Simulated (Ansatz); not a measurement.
# I (fcc type): a single-point run

Wanted: a converged single-point run for I (fcc type), and a check of what comes out.

Computed with Ansatz 0.2.0 (DFT, LDA, norm-conserving pseudopotentials, Ansatz's default files, scalar-relativistic, unless a step's input says otherwise).

1 further run of the same task is left out (set aside as unsound or not needed). Runs told in other sessions of the task aren't counted.

## 1. The system as given

It takes space group Fm-3m (No. 225, cubic). The conventional cell has a = 4.626 Å, b = 4.626 Å, c = 4.626 Å, α = 90.00°, β = 90.00°, γ = 90.00°. Around I (site symmetry m-3m) lie 12 I at 3.27 Å.

As a file:

```cif
data_structure
_symmetry_space_group_name_H-M 'P 1'
_symmetry_Int_Tables_number 1
_cell_length_a 3.2713
_cell_length_b 3.2713
_cell_length_c 3.2713
_cell_angle_alpha 60.000
_cell_angle_beta 60.000
_cell_angle_gamma 60.000
_cell_volume 24.75
loop_
_atom_site_label
_atom_site_type_symbol
_atom_site_fract_x
_atom_site_fract_y
_atom_site_fract_z
_atom_site_occupancy
I1 I 0.00000 0.00000 0.00000 1
```

## 2. Input and run

The input, input.yaml:

```yaml
crystal:
  lattice:
    - [0.0, 2.3131553624, 2.3131553624]
    - [2.3131553624, 0.0, 2.3131553624]
    - [2.3131553624, 2.3131553624, 0.0]
  atoms:
    - { symbol: I, position: [0.0, 0.0, 0.0] }
kpoints:
  mp_grid: { grid: [14, 14, 14] }
scf:
  occupations: { method: fermi_dirac, width: 0.05 }
  max_iter: 75
hamiltonian:
  xc: lda
  pseudopotentials: { kind: nc }
output:
  forces: true
  stress: true
  eigenvalues: true
total_charge: 0.5
```

Launch:

```sh
$ ansatz run input.yaml --threads 1 --pin off --max-ram 2048MiB --backend cpu --events-out ev --progress --plain --runs-dir out
```

**Question.** How will this run end, and is anything wrong with its input?

The run converged and reported no error. Convergence says nothing about whether the input makes sense.

In the input, total_charge is 0.5. The typed charge changes the electron count, so this is no longer the system that was meant.

Run again and compare: delete total_charge (the default then holds).
